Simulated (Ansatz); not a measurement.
# LaAs: the crystal squeezed far

Aim: compress LaAs (zincblende type) step by step, far beyond the usual range, and follow pressure and electronic structure. Methods of the runs shown: PAW. Its runs: cell relaxed at zero pressure (PAW); volume scaled by 1 (PAW); volume scaled by 0.88 (PAW); volume scaled by 0.78 (PAW); volume scaled by 0.68 (PAW and PAW (cutoff 800 eV)); volume scaled by 0.58 (PAW); volume scaled by 0.5 (PAW); volume scaled by 0.43 (PAW and PAW (cutoff 600 eV)).

Method: DFT, PBEsol, PAW with Ansatz's default frozen-core files, scalar-relativistic, in Ansatz 0.2.0.

1 further run of the same task is left out (it didn't finish). Runs told in other sessions of the task aren't counted.

## (1) The system as given

The structure is cubic, space group F-43m (No. 216). Conventional cell: a = 6.214 Å, b = 6.214 Å, c = 6.214 Å, α = 90.00°, β = 90.00°, γ = 90.00°. Around La (site symmetry -43m) lie 4 As at 2.69 Å. Around As (site symmetry -43m) lie 4 La at 2.69 Å.

Coordinates:

```xyz
2
Lattice="0.0000 3.1072 3.1072 3.1072 0.0000 3.1072 3.1072 3.1072 0.0000" Properties=species:S:1:pos:R:3 pbc="T T T"
La    0.0000    0.0000    0.0000
As    1.5536    1.5536    1.5536
```

Whether this phase is the stable one at these pressures isn't tested.

Atoms are numbered in the order of the input: La1, As2.

## (2) Cell relaxed at zero pressure, PAW

Input file input.yaml:

```yaml
crystal:
  lattice:
    - [0.0, 3.107232506, 3.107232506]
    - [3.107232506, 0.0, 3.107232506]
    - [3.107232506, 3.107232506, 0.0]
  atoms:
    - { symbol: La, position: [0.0, 0.0, 0.0] }
    - { symbol: As, position: [0.25, 0.25, 0.25] }
kpoints:
  mp_grid: { grid: [12, 12, 12] }
scf:
  occupations: { method: fermi_dirac, width: 0.05 }
hamiltonian:
  xc: pbesol
  pseudopotentials: { kind: paw }
output:
  forces: true
  stress: true
  write_density: true
  write_potential: true
  elf: true
  volumetric_format: npy
relax:
  f_tol: 0.005
  max_steps: 40
  cell: {}
```

Launch:

```sh
> ansatz run input.yaml --threads 1 --pin off --max-ram 2048MiB --backend cpu --events-out ev --progress --plain --runs-dir out
```

After this run come: Volume scaled by 1, PAW; Volume scaled by 0.88, PAW; Volume scaled by 0.78, PAW; Volume scaled by 0.68, PAW; Volume scaled by 0.68, PAW (cutoff 800 eV); Volume scaled by 0.58, PAW; Volume scaled by 0.5, PAW; Volume scaled by 0.43, PAW; Volume scaled by 0.43, PAW (cutoff 600 eV).

Before running it: what results should come out? Wanted: PAW pressure at 0.43 of the volume; fitted bulk modulus at zero pressure.

The runs gave:

| quantity | value |
| --- | --- |
| PAW pressure at 0.43 of the volume | 172.6 GPa |
| PAW (cutoff 600 eV) pressure at 0.43 of the volume | 172.6 GPa |
| fitted bulk modulus at zero pressure (PAW) | 44 GPa |
| its pressure derivative | 3.73 |

In words: By PAW the pressure climbs to 173 GPa at 0.43 of the first volume. A third-order Birch-Murnaghan curve fits the range only roughly (B₀ = 44 GPa, B′ = 3.73, misfit at most 0.60 GPa). A fit over so wide a range leans to the high pressures, so B₀ can be off by several per cent. The gap goes from 1.34 to none: pressure closes it at this level, in a cell held to this structure, which the real crystal may leave first. No all-electron run checks these rows here, and frozen cores can fail under such compression. The ions are at rest, and the electrons smeared by 0.05 eV. Spin-orbit coupling is left out, though the cell holds La; in elements this heavy it can shift bands and gaps by tenths of an eV.
